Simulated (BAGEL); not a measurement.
**BSiH4ClO (SMILES OB([SiH3])Cl): RI-MP2/6-31G(d) (density fitting with qzvpp-jkfit, spherical functions)**

Aim: the energy change on altering one bond length of BSiH4ClO at RI-MP2/6-31G* (density fitting with qzvpp-jkfit, spherical functions), from 2 runs. 

The results are computed with BAGEL 1.2.2.

1 further run of the same task is left out (set aside as unsound or not needed). Runs told in other sessions of the task aren't counted.

**1. The system as given**

BSiH4ClO has 8 atoms, charge 0, and is taken as a singlet. SMILES: `OB([SiH3])Cl`. The coordinates come from a PBE0-D4/def2-TZVP relaxation. This is one conformer, not always the lowest.

Bond lengths: O1–B2 1.343 Å, B2–Si3 2.023 Å, B2–Cl4 1.779 Å, O1–H5 0.965 Å, Si3–H6 1.486 Å, Si3–H7 1.488 Å, Si3–H8 1.488 Å. Angles: O1–B2–Si3 121.8°, O1–B2–Cl4 119.2°, Si3–B2–Cl4 119.0°, B2–O1–H5 113.9°, B2–Si3–H6 112.1°, B2–Si3–H7 109.2°, B2–Si3–H8 109.2°, H6–Si3–H7 109.1°, H6–Si3–H8 109.1°, H7–Si3–H8 108.1°.

**2. The energy at RI-MP2/6-31G(d) (density fitting with qzvpp-jkfit, spherical functions)**

File input.json:

```json
{ "bagel" : [

{
  "title" : "molecule",
  "basis" : "6-31gs.json",
  "df_basis" : "qzvpp-jkfit",
  "angstrom" : "true",
  "geometry" : [
    { "atom" : "O", "xyz" : [   -0.463400,    1.550900,   -0.888000 ] },
    { "atom" : "B", "xyz" : [   -0.138100,    0.255300,   -0.750100 ] },
    { "atom" : "Si", "xyz" : [    0.266300,   -0.556200,    1.058400 ] },
    { "atom" : "Cl", "xyz" : [   -0.059100,   -0.776800,   -2.196400 ] },
    { "atom" : "H", "xyz" : [   -0.632500,    1.816900,   -1.799600 ] },
    { "atom" : "H", "xyz" : [    0.148700,    0.439400,    2.155900 ] },
    { "atom" : "H", "xyz" : [    1.647900,   -1.109100,    1.049100 ] },
    { "atom" : "H", "xyz" : [   -0.677900,   -1.677400,    1.315000 ] }
  ]
},
{ "title" : "hf" },
{ "title" : "mp2", "ncore" : 12 }

]}
```

The basis set 6-31G* is read from a file made from the Basis Set Exchange's data (not shown).

On the command line:

```
$ BAGEL_NUM_THREADS=1 BAGEL input.json > input.out
```

Standard output:

```text
* using 1 threads per process

  ===============================================================
  ===============================================================

  *** Geometry ***

  { "atom" : "O", "xyz" : [     -0.875699,      2.930776,     -1.678077 ] },
  { "atom" : "B", "xyz" : [     -0.260971,      0.482447,     -1.417484 ] },
  { "atom" : "Si", "xyz" : [      0.503234,     -1.051066,      2.000086 ] },
  { "atom" : "Cl", "xyz" : [     -0.111683,     -1.467939,     -4.150594 ] },
  { "atom" : "H", "xyz" : [     -1.195252,      3.433443,     -3.400751 ] },
  { "atom" : "H", "xyz" : [      0.281002,      0.830346,      4.074061 ] },
  { "atom" : "H", "xyz" : [      3.114080,     -2.095895,      1.982512 ] },
  { "atom" : "H", "xyz" : [     -1.281045,     -3.169827,      2.484990 ] },

  Number of auxiliary basis functions:      480

  Since a DF basis is specified, we compute 2- and 3-index integrals:
    o Being stored without compression. Storage requirement is 0.020 GB

  Number of basis functions:       72
  Number of electrons      :       48

    * METHOD: MOLECULE                             0.24

  *** RHF ***

  === Nuclear Repulsion ===
   184.5032016099

      * DIIS with orbital gradients will be used.

  === RHF iteration (6-31gs.json) ===
      0       -850.18378586          0.01954609           0.07
      1       -850.29713161          0.01236261           0.07
      2       -850.34757077          0.00170772           0.07
      3       -850.34951358          0.00028235           0.07
      4       -850.34959560          0.00008010           0.07
      5       -850.34960254          0.00002217           0.07
      6       -850.34960301          0.00000828           0.07
      7       -850.34960308          0.00000222           0.07
      8       -850.34960309          0.00000061           0.07
      9       -850.34960309          0.00000023           0.07
     10       -850.34960309          0.00000008           0.07
     11       -850.34960309          0.00000002           0.07
     12       -850.34960309          0.00000001           0.07
    * SCF iteration converged.

    * Permanent dipole moment:
           (    0.137663,    -0.451561,     0.252948) a.u.

    * METHOD: HF                                   1.05

  *** RHF ***

  === Nuclear Repulsion ===
   184.5032016099

      * DIIS with orbital gradients will be used.

  === RHF iteration (6-31gs.json) ===
      0       -850.34960309          0.00000000           0.07
    * SCF iteration converged.

    * Permanent dipole moment:
           (    0.137663,    -0.451561,     0.252948) a.u.

  === DF-MP2 calculation ===

    * freezing 12 orbitals
    * 3-index integral transformation done
    * assembly done

      MP2 correlation energy:   -0.4581721139      0.03

      MP2 total energy:       -850.8077752014

    * METHOD: MP2                                  0.18

  ===============================================================
```

It took 1.6 s on 1 thread of Arm Neoverse V1, shared host; peak memory 0.1 GiB.

**3. The distorted shape at the same level**

File job.json:

```json
{ "bagel": [

{
  "title": "molecule",
  "basis": "6-31gs.json",
  "df_basis": "qzvpp-jkfit",
  "angstrom": true,
  "geometry": [
    { "atom": "O", "xyz": [   -0.665604,    1.956658,   -1.792268 ] },
    { "atom": "B", "xyz": [   -0.340304,    0.661058,   -1.654368 ] },
    { "atom": "Si", "xyz": [    0.266300,   -0.556200,    1.058400 ] },
    { "atom": "Cl", "xyz": [   -0.261304,   -0.371042,   -3.100668 ] },
    { "atom": "H", "xyz": [   -0.834704,    2.222658,   -2.703868 ] },
    { "atom": "H", "xyz": [    0.148700,    0.439400,    2.155900 ] },
    { "atom": "H", "xyz": [    1.647900,   -1.109100,    1.049100 ] },
    { "atom": "H", "xyz": [   -0.677900,   -1.677400,    1.315000 ] }
  ]
},
{ "title": "hf" },
{ "title": "mp2", "ncore": 12 }

]}
```

The basis set 6-31G* is read from a file made from the Basis Set Exchange's data (not shown).

On the command line:

```
$ BAGEL_NUM_THREADS=1 BAGEL job.json > job.out
```

Standard output:

```text
* using 1 threads per process

  ===============================================================
  ===============================================================

  *** Geometry ***

  { "atom" : "O", "xyz" : [     -1.257809,      3.697548,     -3.386896 ] },
  { "atom" : "B", "xyz" : [     -0.643081,      1.249219,     -3.126302 ] },
  { "atom" : "Si", "xyz" : [      0.503234,     -1.051066,      2.000086 ] },
  { "atom" : "Cl", "xyz" : [     -0.493793,     -0.701168,     -5.859413 ] },
  { "atom" : "H", "xyz" : [     -1.577362,      4.200215,     -5.109570 ] },
  { "atom" : "H", "xyz" : [      0.281002,      0.830346,      4.074061 ] },
  { "atom" : "H", "xyz" : [      3.114080,     -2.095895,      1.982512 ] },
  { "atom" : "H", "xyz" : [     -1.281045,     -3.169827,      2.484990 ] },

  Number of auxiliary basis functions:      480

  Since a DF basis is specified, we compute 2- and 3-index integrals:
    o Being stored without compression. Storage requirement is 0.020 GB

  Number of basis functions:       72
  Number of electrons      :       48

    * METHOD: MOLECULE                             0.24

  *** RHF ***

  === Nuclear Repulsion ===
   162.0065384031

      * DIIS with orbital gradients will be used.

  === RHF iteration (6-31gs.json) ===
      0       -850.07256652          0.01964244           0.07
      1       -850.19825048          0.01230617           0.07
      2       -850.25086579          0.00176914           0.07
      3       -850.25337504          0.00037191           0.07
      4       -850.25352735          0.00011133           0.07
      5       -850.25354161          0.00003127           0.07
      6       -850.25354277          0.00001232           0.07
      7       -850.25354293          0.00000287           0.07
      8       -850.25354294          0.00000088           0.07
      9       -850.25354295          0.00000021           0.07
     10       -850.25354295          0.00000006           0.07
     11       -850.25354295          0.00000002           0.07
     12       -850.25354295          0.00000001           0.07
    * SCF iteration converged.

    * Permanent dipole moment:
           (    0.115544,    -0.372257,     0.227580) a.u.

    * METHOD: HF                                   1.08

  *** RHF ***

  === Nuclear Repulsion ===
   162.0065384031

      * DIIS with orbital gradients will be used.

  === RHF iteration (6-31gs.json) ===
      0       -850.25354295          0.00000000           0.07
    * SCF iteration converged.

    * Permanent dipole moment:
           (    0.115544,    -0.372257,     0.227580) a.u.

  === DF-MP2 calculation ===

    * freezing 12 orbitals
    * 3-index integral transformation done
    * assembly done

      MP2 correlation energy:   -0.4632271095      0.03

      MP2 total energy:       -850.7167700547

    * METHOD: MP2                                  0.18

  ===============================================================
```

It took 1.6 s on 1 thread of Arm Neoverse V1, shared host; peak memory 0.1 GiB.

**4. Outcome**

Level: RI-MP2/6-31G* (density fitting with qzvpp-jkfit, spherical functions), 12 core orbitals frozen.

| quantity | value |
| --- | --- |
| first shape: total energy | -850.80778 Eh |
| first shape: correlation energy (12 core orbitals frozen) | -458.2 mEh |
| distorted shape: total energy | -850.71677 Eh |
| distorted shape: correlation energy (12 core orbitals frozen) | -463.2 mEh |
| energy change with the B2–Si3 bond stretched from 2.023 to 3.035 Å | 2.476 eV |

With the B2–Si3 bond stretched from 2.023 to 3.035 Å the energy rises by 2.48 eV (57 kcal/mol). The first shape isn't relaxed at this level, so the change isn't measured from a minimum.
